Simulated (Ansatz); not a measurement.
**Si2H4Se: small, medium and large basis sets**

Aim: see how fast density functionals converge with the basis set for Si2H4Se.

Computed with Ansatz 0.2.0, Gaussian basis. Level: one geometry, several basis sets.

The runs, in order: PBE0-D4/def2-SVP; ωB97M-V/def2-SVP; PBE0-D4/def2-QZVPP; ωB97M-V/def2-QZVPP; the functionals' def2-TZVPP values are taken from earlier runs.

## (1) Structure used throughout

The geometry comes from an earlier relaxation with PBE0-D4 in a triple-zeta def2 set; it is a stationary point, not always the lowest conformer.

SMILES `[SiH2]1[SiH2][Se]1`, 7 atoms, charge 0, spin multiplicity 1.

Atoms are counted from 1 here; the program's logs count them from 0.

Bond lengths: Si1–Si2 2.256 Å, Si1–Se3 2.293 Å, Si1–H4 1.482 Å, Si1–H5 1.482 Å, Si2–Se3 2.293 Å, Si2–H6 1.482 Å, Si2–H7 1.482 Å. Angles: Si2–Si1–Se3 60.5°, Si2–Si1–H4 121.7°, Si2–Si1–H5 121.7°, Se3–Si1–H4 115.3°, Se3–Si1–H5 115.3°, H4–Si1–H5 111.9°, Si1–Si2–Se3 60.5°, Si1–Si2–H6 121.7°, Si1–Si2–H7 121.7°, Se3–Si2–H6 115.3°, Se3–Si2–H7 115.3°, H6–Si2–H7 111.9°, Si1–Se3–Si2 58.9°.

Geometry (Å):

```mol
H4SeSi2
  3D, bonds by distance, orders not assigned

  7  7  0  0  0  0  0  0  0  0999 V2000
   -0.9744   -0.2227   -0.5309 Si  0  0
    0.9713   -0.0268    0.5937 Si  0  0
    0.1673    1.7652   -0.5899 Se  0  0
   -1.0573   -0.9427   -1.8232 H   0  0
   -2.2828   -0.1800    0.1631 H   0  0
    1.0064    0.1509    2.0642 H   0  0
    2.2308   -0.6119    0.0773 H   0  0
  1  2  8  0
  2  3  8  0
  1  4  8  0
  1  5  8  0
  2  6  8  0
  2  7  8  0
  1  3  8  0
M  END
```

## (2) PBE0-D4 in def2-SVP

The input, in.yaml:

```yaml
crystal:
  periodic: [false, false, false]
  atoms:
    - {symbol: Si, position_ang: [-0.974446, -0.222708, -0.530860]}
    - {symbol: Si, position_ang: [0.971300, -0.026824, 0.593683]}
    - {symbol: Se, position_ang: [0.167332, 1.765165, -0.589902]}
    - {symbol: H, position_ang: [-1.057303, -0.942750, -1.823154]}
    - {symbol: H, position_ang: [-2.282835, -0.180019, 0.163125]}
    - {symbol: H, position_ang: [1.006439, 0.150940, 2.064224]}
    - {symbol: H, position_ang: [2.230812, -0.611905, 0.077284]}
basis:
  gaussian: {orbitals: def2-SVP}
hamiltonian: {xc: pbe0, dispersion: d4}
output: {orbitals: {seedname: orbitals}}
```

Command:

```
> ansatz run in.yaml --threads 2 --pin off --events-out ev --progress --plain --max-ram 4352MiB
```

After this run come: ωB97M-V in def2-SVP; PBE0-D4 in def2-QZVPP; ωB97M-V in def2-QZVPP.

Before running them: what should the planned runs give, taken together? Wanted: PBE0-D4: double and triple zeta above quadruple; ωB97M-V: double and triple zeta above quadruple.

As calculated:

| quantity | value |
| --- | --- |
| PBE0-D4: double and triple zeta above quadruple | 15.50, 1.90 eV |
| ωB97M-V: double and triple zeta above quadruple | 15.42, 1.82 eV |

PBE0-D4 gains 13.61 eV from double to triple zeta, then 1.90 eV more. Total energies overstate the basis error of differences, where much of it tends to cancel. The LUMO of ωB97M-V is positive and keeps falling with the basis (1.61 to 0.83 eV): an unbound level that the basis holds in place.
